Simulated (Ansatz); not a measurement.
# Ti: the cost of one run

Program: Ansatz 0.2.0. Level of theory: DFT PBEsol, scalar-relativistic, plane waves, PAW. These are calculated values, not measurements.

## Step 1: Starting point

Symmetry: P6/mmm, No. 191, hexagonal system. The conventional cell has a = 4.600 Å, b = 4.600 Å, c = 2.820 Å, α = 90.00°, β = 90.00°, γ = 120.00°. Ti (site symmetry 6/mmm) has 14 Ti at 2.82 to 3.01 Å as nearest neighbours. Around Ti (site symmetry -6m2) lie 11 Ti at 2.66 to 3.01 Å.

Coordinates:

```
CELL_PARAMETERS angstrom
4.60000 0.00000 0.00000
-2.30000 3.98372 0.00000
0.00000 0.00000 2.82000
ATOMIC_POSITIONS crystal
Ti 0.00000 0.00000 0.00000
Ti 0.33333 0.66667 0.50000
Ti 0.66667 0.33333 0.50000
```

The structure comes from the Crystallography Open Database.

## Step 2: Ground state at the listed geometry

Input file input.yaml:

```yaml
crystal:
  lattice:
    - [4.6, 0.0, 0.0]
    - [-2.3, 3.9837168574, 0.0]
    - [0.0, 0.0, 2.82]
  atoms:
    - { symbol: Ti, position: [0.0, 0.0, 0.0] }
    - { symbol: Ti, position: [0.3333333333, 0.6666666667, 0.5] }
    - { symbol: Ti, position: [0.6666666667, 0.3333333333, 0.5] }
basis:
  ecutwfc: 500
  fft_grid_basis: typed
kpoints:
  mp_grid: { grid: [9, 9, 12] }
hamiltonian:
  xc: pbesol
  pseudopotentials: { kind: paw }
scf:
  occupations: { method: gaussian, width: 0.05 }
output:
  forces: true
  stress: true
  eigenvalues: true
  bader: true
  write_density: true
  volumetric_format: npy
  elf: true
```

The run is started by

```
> ansatz run input.yaml --threads 2 --pin off --max-ram 4096MiB --backend cpu --events-out ev --progress --plain --runs-dir out
```

What time and memory should one allow on 2 threads of Arm Neoverse N1, shared host?

About 16 s, with a peak of 0.39 GiB.
